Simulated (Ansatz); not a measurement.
# CH6Ge (methyl germane): SVWN5-D4/def2-mTZVPP (sfX2C, damping of pbe)

What is the adiabatic singlet–triplet gap of CH6Ge (methyl germane) at SVWN5-D4/def2-mTZVPP (sfX2C, damping of pbe)? 

The results are computed with Ansatz 0.2.0.

4 further runs of the same task are left out: 1 that didn't finish, 3 set aside as unsound or not needed.

## (1) The system as given

CH6Ge has 8 atoms, charge 0, and is taken as a singlet. As SMILES, `[CH3][GeH3]`. Geometry: relaxed at PBE0-D4/def2-TZVP. The run starts from this shape.

Bond lengths: C1–Ge2 1.953 Å, C1–H3 1.090 Å, C1–H4 1.090 Å, C1–H5 1.091 Å, Ge2–H6 1.539 Å, Ge2–H7 1.539 Å, Ge2–H8 1.539 Å. Some angles: C1–Ge2–H6 110.4°, C1–Ge2–H7 110.4°, C1–Ge2–H8 110.4°, Ge2–C1–H3 110.3°, Ge2–C1–H4 110.3°, Ge2–C1–H5 110.3°, H6–Ge2–H7 108.5°, H6–Ge2–H8 108.5°, H7–Ge2–H8 108.5°, H3–C1–H4 108.6°.

## (2) A structure relaxation at SVWN5-D4/def2-mTZVPP (sfX2C, damping of pbe)

Contents of input.yaml:

```yaml
crystal:
  periodic: [false, false, false]
  atoms:
    - {symbol: C, position_ang: [-0.310900, 0.190300, -0.971400]}
    - {symbol: Ge, position_ang: [0.296900, -0.181900, 0.846700]}
    - {symbol: H, position_ang: [-1.380100, 0.404200, -0.976500]}
    - {symbol: H, position_ang: [0.218800, 1.052200, -1.378400]}
    - {symbol: H, position_ang: [-0.124600, -0.669400, -1.616000]}
    - {symbol: H, position_ang: [0.030700, 1.028200, 1.760100]}
    - {symbol: H, position_ang: [1.807100, -0.479600, 0.857700]}
    - {symbol: H, position_ang: [-0.445700, -1.401200, 1.422100]}
basis:
  gaussian:
    orbitals: def2-mTZVPP
output:
  orbitals: {seedname: orbitals}
hamiltonian:
  xc: {name: SVWN5}
  dispersion: {method: d4, functional: pbe}
  pseudopotentials:
    relativity: scalar
relax:
  escape_saddle: false
```

Command:

```console
$ ansatz run input.yaml --threads 1 --pin off --max-ram 2610MiB --events-out events.jsonl --progress --plain --runs-dir runs
```

Standard output (excerpt; [...] marks lines left out):

```text
Warning: RAYON_NUM_THREADS=1 ignored (pool sized by the plan → 1); use --threads N
[...]
Functional definition: SVWN5
  name "SVWN5"
[...]
875 factors; their error is unknown
[...]
mean field -58023.14866775 eV, -2132.3113840369 hartree, gradient 2.8e-5 eV, S^2 0.000000; 0 other end points of the search recorded, 0 dependent functions left out
[...]
reference -58023.14869835 eV, -2132.3113851617 hartree; 22, 22 occupied and 63, 63 virtual orbitals, 875 factors
relax step   1: F+E_penalty+E_count = -58023.25091072 eV  Δ(F+E_penalty+E_count) = +0.000e0 eV  max|allowed force component| = 5.183e-1 eV/Å  Δτ_max = 0.0000 Å  (24 SCF iters, accepted)
[...]
relax step   3: F+E_penalty+E_count = -58023.25987924 eV  Δ(F+E_penalty+E_count) = -7.739e-4 eV  max|allowed force component| = 3.357e-2 eV/Å  Δτ_max = 0.0033 Å  (28 SCF iters, accepted)
[...]
relax step   4: F+E_penalty+E_count = -58023.25990929 eV  Δ(F+E_penalty+E_count) = -3.005e-5 eV  max|allowed force component| = 3.994e-3 eV/Å  Δτ_max = 0.0015 Å  (20 SCF iters, accepted)
875 factors; their error is unknown
mean field -58023.15733347 eV, -2132.3117024964 hartree, gradient 2.3e-5 eV, S^2 0.000000; 1 other end points of the search recorded, 0 dependent functions left out
[...]
reference -58023.15736402 eV, -2132.3117036192 hartree; 22, 22 occupied and 63, 63 virtual orbitals, 875 factors
Total energy: -58023.25993984 eV, -2132.3154732109 hartree
Relativity: scalar
Atom 0 at    -0.306974     0.187857    -0.959718 Å, force    -0.000834     0.000567    -0.002324 eV/Å
Atom 1 at     0.295055    -0.180741     0.841198 Å, force    -0.001274     0.000733    -0.003994 eV/Å
Atom 2 at    -1.385708     0.402560    -0.966484 Å, force     0.000402    -0.000325     0.001054 eV/Å
Atom 3 at     0.225602     1.057926    -1.371001 Å, force     0.000265    -0.000216     0.001142 eV/Å
Atom 4 at    -0.118392    -0.677984    -1.611307 Å, force     0.000456    -0.000151     0.001155 eV/Å
Atom 5 at     0.030731     1.023498     1.748292 Å, force     0.000430    -0.000339     0.000874 eV/Å
Atom 6 at     1.796623    -0.477531     0.850688 Å, force     0.000143    -0.000252     0.001072 eV/Å
Atom 7 at    -0.444737    -1.392785     1.412633 Å, force     0.000411    -0.000016     0.001020 eV/Å
Dipole moment:    -0.039579     0.024237    -0.118383 e Å
```

Wall time 6.3 s (1 thread of Arm Neoverse V2, shared host); peak memory 0.14 GiB.

Steps, from the record of the run:

```
step  energy from the first frame kept (eV)  largest force (eV/Å)
   1                                 0.0000                0.5584
   2                                -0.0082                0.2170
   3                                -0.0090                0.0361
   4                                -0.0090                0.0043
```

After the run. Bond lengths: C1–Ge2 1.934 Å, C1–H3 1.100 Å, C1–H4 1.100 Å, C1–H5 1.100 Å, Ge2–H6 1.531 Å, Ge2–H7 1.531 Å, Ge2–H8 1.531 Å. Some angles: C1–Ge2–H6 110.4°, C1–Ge2–H7 110.4°, C1–Ge2–H8 110.4°, Ge2–C1–H3 110.4°, Ge2–C1–H4 110.4°, Ge2–C1–H5 110.4°, H6–Ge2–H7 108.6°, H6–Ge2–H8 108.6°, H7–Ge2–H8 108.6°, H3–C1–H4 108.6°.

## (3) The triplet, same level

input.yaml, as its differences from that of step 2:

```diff
@@ -14,4 +14,5 @@
     orbitals: def2-mTZVPP
-output:
-  orbitals: {seedname: orbitals}
+magnetization:
+  spin_polarized: true
+  initial_magnetization: 2
 hamiltonian:
@@ -23 +24,3 @@
   escape_saddle: false
+output:
+  orbitals: {seedname: orbitals}
```

Command:

```console
$ ansatz run input.yaml --threads 1 --pin off --max-ram 2610MiB --events-out events.jsonl --progress --plain --runs-dir runs
```

Standard output (excerpt; [...] marks lines left out):

```text
Warning: RAYON_NUM_THREADS=1 ignored (pool sized by the plan → 1); use --threads N
[...]
875 factors; their error is unknown
[...]
875 factors; their error is unknown
[...]
875 factors; their error is unknown
[...]
875 factors; their error is unknown
[...]
875 factors; their error is unknown
[...]
875 factors; their error is unknown
[...]
875 factors; their error is unknown
[...]
875 factors; their error is unknown
[...]
875 factors; their error is unknown
[...]
875 factors; their error is unknown
[...]
875 factors; their error is unknown
[...]
875 factors; their error is unknown
[...]
875 factors; their error is unknown
[...]
875 factors; their error is unknown
[...]
875 factors; their error is unknown
[...]
875 factors; their error is unknown
[...]
875 factors; their error is unknown
[...]
875 factors; their error is unknown
[...]
875 factors; their error is unknown
[...]
875 factors; their error is unknown
[...]
875 factors; their error is unknown
[...]
875 factors; their error is unknown
[...]
Total energy: -58019.19024209 eV, -2132.1659145770 hartree
[...]
Dipole moment:    -0.017491     0.016023    -0.043568 e Å
```

Run time: 1.8 min. Hardware: 1 thread of Arm Neoverse V2, shared host; peak memory 0.16 GiB.

Steps, from the record of the run:

```csv
step,energy from the first frame kept (eV),largest force (eV/Å)
1,0.0000,7.2600
4,-3.1414,1.6945
7,-3.7120,0.4788
10,-3.7788,0.0377
13,-3.7616,0.8950
16,-3.7878,0.0770
19,-3.7974,0.1844
22,-3.8115,0.0874
25,-3.8158,0.1050
28,-3.8081,0.7185
31,-3.8213,0.0307
34,-3.8224,0.0620
37,-3.8232,0.1539
40,-3.8270,0.1504
43,-3.8285,0.0935
46,-3.8301,0.0251
49,-3.8312,0.0914
52,-3.8318,0.0338
55,-3.8329,0.0250
58,-3.8310,0.2029
61,-3.8332,0.0360
64,-3.8332,0.0236
67,-3.8333,0.0073
```

After the run. Bond lengths: C1–H3 1.091 Å, C1–H4 1.091 Å, C1–H5 1.093 Å, Ge2–H6 1.535 Å, Ge2–H7 1.536 Å, Ge2–H8 1.535 Å. Angles: H3–C1–H4 120.2°, H3–C1–H5 119.9°, H4–C1–H5 119.9°, H6–Ge2–H7 110.5°, H6–Ge2–H8 110.7°, H7–Ge2–H8 110.5°.

## (4) Outcome

Level: SVWN5-D4/def2-mTZVPP (sfX2C, damping of pbe).

| quantity | value |
| --- | --- |
| singlet: total energy at the end | -2132.31547 Eh |
| singlet: dipole moment | 0.61 D |
| singlet: HOMO energy | -7.75 eV |
| singlet: LUMO energy | 0.52 eV |
| singlet: HOMO–LUMO gap | 8.27 eV |
| singlet: dispersion energy | -9.90 kJ/mol |
| triplet: total energy at the end | -2132.16591 Eh |
| triplet: dipole moment | 0.24 D |
| triplet: HOMO energy (highest over α and β) | -5.12 eV |
| triplet: LUMO energy (lowest over α and β) | -4.03 eV |
| triplet: dispersion energy | -9.26 kJ/mol |
| triplet: ⟨S²⟩ | 2.003 |
| adiabatic energy of the triplet above the singlet (no zero-point term) | 4.070 eV |

In words: The adiabatic energy of the triplet above the singlet (no zero-point term) is 4.07 eV (94 kcal/mol). The second species lost a bond as it relaxed, so this leads to another structure. The optimisation (singlet) took 3 steps and changed the energy by -0.009 eV. Mulliken charges (singlet) run from -0.73 on C1 to +0.20 on H4. The basis (singlet) was contracted for non-relativistic atoms, which limits what the relativistic Hamiltonian can do in the core. The optimisation (triplet) took 66 steps and changed the energy by -3.833 eV. Bonds broke or formed on the way.
